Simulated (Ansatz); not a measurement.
# TiF (quartet): relaxing a cheap start

Aim: relax a generated start of TiF (quartet) and see which bonds hold.

Method: UKS PBE0/def2-TZVP; program: Ansatz 0.2.0, Gaussian basis.

**1. The starting structure**

2 atoms, charge 0, spin multiplicity 4.

Atoms are counted from 1 here; the program's logs count them from 0.

Bond lengths: Ti1–F2 2.020 Å.

The start is set by covalent radii. Sticks and bond lists go by distance. 

**2. The run**

Input file in.yaml:

```yaml
crystal:
  periodic: [false, false, false]
  atoms:
    - {symbol: Ti, position_ang: [0.000000, 0.000000, 0.000000]}
    - {symbol: F, position_ang: [0.000000, 0.000000, 2.020000]}
basis:
  gaussian: {orbitals: def2-TZVP}
magnetization: {spin_polarized: true, initial_magnetization: 3}
hamiltonian: {xc: pbe0}
relax: {f_tol: 0.004, max_steps: 80}
```

Started as:

```sh
ansatz run in.yaml --threads 1 --pin off --events-out ev --progress --plain --max-ram 2176MiB
```

Before running it: what results should come out? Wanted: energy gained; shift from the start; total energy; dipole moment; ⟨S²⟩.

As calculated:

| quantity | value |
| --- | --- |
| steps | 6 |
| energy gained | 0.396 eV |
| shift from the start (rms) | 0.112 Å |
| total energy | -25824.7959 eV |
| dipole moment | 3.37 D |
| ⟨S²⟩ | 3.753 |

**Reading.** The bonds of the start are those of the end. Ti1–F2 went from 2.020 to 1.797 Å. No vibrations were run, so this is a stationary point, not a proven minimum, and this spin need not be the ground state's.
